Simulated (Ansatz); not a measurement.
# C2H9O2SbSi: the cost of one run

Computed with Ansatz 0.2.0, Gaussian basis. Level: r2SCAN/def2-SVP with D3(BJ) dispersion.

## 1. The relaxed structure

An earlier PBE0-D4 in a triple-zeta def2 set relaxation fixed the geometry. Sb takes the def2 core potential; no spin-orbit term is included.

SMILES `C[O][Sb]([SiH3])[O]C`, 15 atoms, charge 0, spin multiplicity 1.

Atoms are counted from 1 here; the program's logs count them from 0.

Bond lengths: C1–O2 1.407 Å, C1–H7 1.094 Å, C1–H8 1.097 Å, C1–H9 1.099 Å, O2–Sb3 1.969 Å, Sb3–Si4 2.587 Å, Sb3–O5 1.969 Å, Si4–H10 1.487 Å, Si4–H11 1.483 Å, Si4–H12 1.487 Å, O5–C6 1.407 Å, C6–H13 1.099 Å, C6–H14 1.094 Å, C6–H15 1.097 Å. Angles: O2–C1–H7 108.5°, O2–C1–H8 111.3°, O2–C1–H9 112.9°, H7–C1–H8 108.1°, H7–C1–H9 107.8°, H8–C1–H9 108.0°, C1–O2–Sb3 119.5°, O2–Sb3–Si4 89.2°, O2–Sb3–O5 99.6°, Si4–Sb3–O5 89.2°, Sb3–Si4–H10 109.4°, Sb3–Si4–H11 108.8°, Sb3–Si4–H12 109.4°, H10–Si4–H11 110.3°, H10–Si4–H12 108.7°, H11–Si4–H12 110.3°, Sb3–O5–C6 119.5°, O5–C6–H13 112.9° and more.

## 2. The run

Contents of in.yaml:

```yaml
crystal:
  periodic: [false, false, false]
  atoms:
    - {symbol: C, position_ang: [-1.586651, -1.452650, -1.156991]}
    - {symbol: O, position_ang: [-0.405787, -1.401661, -0.394261]}
    - {symbol: Sb, position_ang: [-0.277827, -0.140981, 1.112740]}
    - {symbol: Si, position_ang: [2.134811, -0.965477, 1.551559]}
    - {symbol: O, position_ang: [0.456232, 1.423922, 0.169902]}
    - {symbol: C, position_ang: [-0.420954, 2.368693, -0.392931]}
    - {symbol: H, position_ang: [-1.674146, -2.450868, -1.595314]}
    - {symbol: H, position_ang: [-1.564659, -0.721569, -1.974337]}
    - {symbol: H, position_ang: [-2.490243, -1.267601, -0.558819]}
    - {symbol: H, position_ang: [2.782105, -0.084207, 2.559920]}
    - {symbol: H, position_ang: [2.890515, -0.929459, 0.275741]}
    - {symbol: H, position_ang: [2.092390, -2.352132, 2.087879]}
    - {symbol: H, position_ang: [-1.340431, 2.501736, 0.194779]}
    - {symbol: H, position_ang: [0.090549, 3.334428, -0.437213]}
    - {symbol: H, position_ang: [-0.707801, 2.087125, -1.413454]}
basis:
  gaussian: {orbitals: def2-SVP}
hamiltonian: {xc: {name: r2SCAN}, dispersion: d3bj}
md: {timestep: 0.5 fs, n_steps: 20, ensemble: nve, temperature: 700, initial_velocities: maxwell_boltzmann, seed: 469}
```

Run with:

```bash
ansatz run in.yaml --threads 2 --pin off --events-out ev --progress --plain --max-ram 32768MiB --backend cpu
```

**Question.** How long does this run take on 2 threads of AMD EPYC 7R13, shared host, and how much memory does it need?

About 1.9 min, with a peak of 0.27 GiB.
